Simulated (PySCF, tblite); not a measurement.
# C4H4N4O: infrared bands and NMR shifts

Wanted: the infrared bands and NMR shifts of C4H4N4O (`COc1[nH]nnc1C#N`), by calculation.

Programs: tblite 0.8.0 and PySCF 2.14.0, with density-fitted response routines of our own. Each step states its level of theory. These are calculated values for one molecule in the gas phase, unless marked as measured. Atoms count from 0, in the outputs and in this text.

## 1. The starting structure

13 atoms, charge 0, multiplicity 1; geometry from: GFN2-xTB.

Bonds of the start (Å): C0–O1 1.42, O1–C2 1.33, C2–N3 1.35, N3–N4 1.34, N4–N5 1.26, N5–C6 1.36, C6–C7 1.40, C7–N8 1.15, C6–C2 1.40, C0–H9 1.09, C0–H10 1.09, C0–H11 1.09, N3–H12 1.01.

## 2. Harmonic vibrations with GFN2-xTB

Job settings and geometry (Å):

```
{"job": {"kind": "ir", "xc": "GFN2-xTB", "basis": "xTB"}, "charge": 0, "multiplicity": 1}
C     -1.884350    -0.304497     0.103693
O     -0.749399    -1.152418     0.031038
C      0.437865    -0.553994    -0.031923
N      1.572481    -1.288944    -0.104371
N      2.643483    -0.478405    -0.156984
N      2.253126     0.718926    -0.121587
C      0.893380     0.766953    -0.043599
C      0.166043     1.964489     0.007990
N     -0.445403     2.933906     0.050222
H     -2.743765    -0.969717     0.147111
H     -1.850235     0.321042     0.998799
H     -1.953221     0.336391    -0.778463
H      1.655607    -2.293245    -0.119653
```

**Question.** This job is followed by: GIAO PBE0/pcSseg-1 NMR shielding, non-relativistic, gas phase. Predict these results of the whole session: strongest single infrared mode (GFN2-xTB); zero-point energy (GFN2-xTB); 13C shifts against TMS (PBE0/pcSseg-1); 1H shifts against TMS (PBE0/pcSseg-1, means over atoms taken as alike); 17O shifts against H2O (PBE0/pcSseg-1); 15N shifts against NH3 (PBE0/pcSseg-1).

As calculated:

| quantity | value |
| --- | --- |
| strongest single infrared mode (GFN2-xTB) | 1565 cm⁻¹, 324 km/mol |
| zero-point energy (GFN2-xTB) | 54.8 kcal/mol |
| 13C shifts against TMS (PBE0/pcSseg-1) | 168.2, 119.0, 103.9, 61.3 ppm |
| 1H shifts against TMS (PBE0/pcSseg-1, means over atoms taken as alike) | 10.35, 4.55 ppm |
| 17O shifts against H2O (PBE0/pcSseg-1) | 96.6 ppm |
| 15N shifts against NH3 (PBE0/pcSseg-1) | 400.6, 382.3, 327.1, 236.6 ppm |

What this shows: All 33 modes are real, so the xTB geometry is a minimum. The strongest single mode, at 1565 cm⁻¹, moves mainly C2. GFN2-xTB is a fitted tight-binding method: band positions and strengths are rough. Its intensities can rank the bands wrongly. At PBE0/pcSseg-1: The largest span, 580 ppm, is at N5, where the paramagnetic term is -454 ppm. NICS(1)zz of -27 ppm above the planar ring from C2 marks a diatropic (aromatic) ring current.
